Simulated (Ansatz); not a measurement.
**C6H5F3Ge: ionisation energy by level of theory**

How much energy removes an electron from C6H5F3Ge at fixed geometry? The cation is run at each level and the neutral's energy taken from earlier runs.

Method: unrestricted cation, the program's frozen cores in correlated methods; program: Ansatz 0.2.0, Gaussian basis.

Plan: UKS PBE-D4/def2-TZVPP; UKS r2SCAN-D4/def2-TZVPP; UKS PBE0-D4/def2-TZVPP; UKS B3LYP-D4/def2-TZVPP; UKS wB97X-V/def2-TZVPP; UKS wB97M-V/def2-TZVPP; UKS B2PLYP/def2-TZVPP; UHF-CCSD(T)/def2-TZVPP; UHF-MP2/def2-QZVPP; extrapolation to the limit; then −ε(HOMO) from the neutral's earlier runs with LDA (SPW92), PBE-D4, revPBE-D4, BLYP-D4, r2SCAN-D4, B97M-V, PBE0-D4, B3LYP-D4, r2SCANh-D4, r2SCAN0-D4, HSE06-D4, BHLYP-D4, CAM-B3LYP-D4, LC-ωPBE, ωB97X-V, ωB97M-V.

## Step 1: Structure used throughout

All runs share one geometry, relaxed beforehand with PBE0-D4 in a triple-zeta def2 set.

SMILES `[F][Ge]([F])([F])[c]1ccccc1`, 15 atoms, charge 0, spin multiplicity 1.

Atoms are counted from 1 here; the program's logs count them from 0.

Bond lengths: F1–Ge2 1.714 Å, Ge2–F3 1.714 Å, Ge2–F4 1.714 Å, Ge2–C5 1.905 Å, C5–C6 1.392 Å, C5–C10 1.392 Å, C6–C7 1.386 Å, C6–H11 1.084 Å, C7–C8 1.387 Å, C7–H12 1.084 Å, C8–C9 1.387 Å, C8–H13 1.084 Å, C9–C10 1.386 Å, C9–H14 1.084 Å, C10–H15 1.084 Å. Angles: F1–Ge2–F3 104.5°, F1–Ge2–F4 107.0°, F1–Ge2–C5 112.5°, F3–Ge2–F4 104.5°, F3–Ge2–C5 115.2°, F4–Ge2–C5 112.4°, Ge2–C5–C6 119.8°, Ge2–C5–C10 119.9°, C6–C5–C10 120.3°, C5–C6–C7 119.7°, C5–C6–H11 120.5°, C7–C6–H11 119.9°, C6–C7–C8 120.0°, C6–C7–H12 119.8°, C8–C7–H12 120.2°, C7–C8–C9 120.3°, C7–C8–H13 119.8°, C9–C8–H13 119.8° and more.

## Step 2: Cation, UKS PBE-D4/def2-TZVPP

The input, in.yaml:

```yaml
crystal:
  periodic: [false, false, false]
  atoms:
    - {symbol: F, position_ang: [-0.996814, -3.134915, -1.145986]}
    - {symbol: Ge, position_ang: [0.418978, -2.175084, -1.034671]}
    - {symbol: F, position_ang: [1.545387, -3.168590, -0.209468]}
    - {symbol: F, position_ang: [1.054034, -2.030644, -2.620245]}
    - {symbol: C, position_ang: [0.089446, -0.480851, -0.227393]}
    - {symbol: C, position_ang: [0.857510, 0.621733, -0.592554]}
    - {symbol: C, position_ang: [0.620768, 1.850466, 0.002781]}
    - {symbol: C, position_ang: [-0.378510, 1.978208, 0.956496]}
    - {symbol: C, position_ang: [-1.147315, 0.881209, 1.317171]}
    - {symbol: C, position_ang: [-0.916782, -0.350802, 0.726353]}
    - {symbol: H, position_ang: [1.633163, 0.526710, -1.344180]}
    - {symbol: H, position_ang: [1.216031, 2.710320, -0.280825]}
    - {symbol: H, position_ang: [-0.561852, 2.940845, 1.419759]}
    - {symbol: H, position_ang: [-1.930743, 0.985264, 2.058479]}
    - {symbol: H, position_ang: [-1.525101, -1.204468, 1.003585]}
basis:
  gaussian: {orbitals: def2-TZVPP}
total_charge: 1
magnetization: {spin_polarized: true, initial_magnetization: 1}
hamiltonian: {xc: pbe, dispersion: d4}
```

Run with:

```bash
> ansatz run in.yaml --threads 4 --pin off --events-out ev --progress --plain --max-ram 66560MiB --backend cuda --devices 0, --max-vram 37GiB
```

Further steps of the session: Cation, UKS r2SCAN-D4/def2-TZVPP; Cation, UKS PBE0-D4/def2-TZVPP; Cation, UKS B3LYP-D4/def2-TZVPP; Cation, UKS wB97X-V/def2-TZVPP; Cation, UKS wB97M-V/def2-TZVPP; Cation, UKS B2PLYP (frozen core)/def2-TZVPP; Cation, UHF-CCSD(T)/def2-TZVPP; Cation, UHF-MP2/def2-QZVPP.

Q: Predict the results of all the runs planned. Wanted: ionisation energy, CCSD(T)/CBS; nearest functional by difference; nearest −ε(HOMO); −ε(HOMO) of PBE; T1 of the cation.

As calculated:

```
                        quantity                value
  ionisation energy, CCSD(T)/CBS             10.26 eV
nearest functional by difference  B3LYP-D4 (-0.20 eV)
                nearest −ε(HOMO)   ωB97M-V (-0.03 eV)
                 −ε(HOMO) of PBE              7.14 eV
                T1 of the cation                0.018
```

Energy differences with functionals land within 0.30 eV of the reference. The PBE orbital energy is 3.1 eV too small: a semilocal HOMO is no ionisation energy. Among orbital estimates ωB97M-V comes nearest. Hartree-Fock falls 1.60 eV short, as the neutral has more correlation energy than the cation. The cation may have settled in a state other than its lowest; no search over hole states beyond the program's own was made. Correlated methods include outer-core shells of Ge, which these sets cover unevenly. With outer-core shells in play the reference is unsure by up to some tenths of an eV, so close misses can't be ranked.
